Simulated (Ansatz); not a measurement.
Crystal: Zr3S2.

```
Zr S
1.0
     2.90254    1.67578    3.48777
    -2.90254    1.67578    3.48777
     0.00000   -3.35156    3.48777
Zr S
3 2
Direct
  0.83873 0.50000 0.16127
  0.50000 0.16127 0.83873
  0.16127 0.83873 0.50000
  0.66502 0.66502 0.66502
  0.33498 0.33498 0.33498
```

The cell comes from a database or a generator and needn't be the stable form of this composition.

Base run:

```yaml
Program: Ansatz 0.2.0
Functional: LDA
Potentials_or_basis: Ansatz PAW
Cutoff: 420 eV
Density_cutoff: 1680 eV
k_mesh: 6 × 6 × 6
Occupations: fermi-dirac, width 0.05 eV
Spin: no spin polarisation
```

Its results: band gap on the k mesh none (metal or under the smearing width); pressure -7.6 GPa; largest force 0.167 eV/Å.

After a change of settings the same cell gave: band gap on the k mesh none (metal or under the smearing width); pressure -5.1 GPa; largest force 0.133 eV/Å. Which change was it?
A. functional from LDA to PBE
B. functional from LDA to PBEsol; spin from no spin polarisation to spin-orbit coupling, no magnetisation; potential files from those of the base run to others of the same set
C. functional from LDA to r2SCAN; cutoff from 420 eV to 500 eV; density cutoff from 1680 eV to 2000 eV

B.

Caveats: the PAW data sets come from PBE, with cores solved anew for the run's functional, which leaves a small shift of forces and pressure.

Not every run made on this cell is shown here.
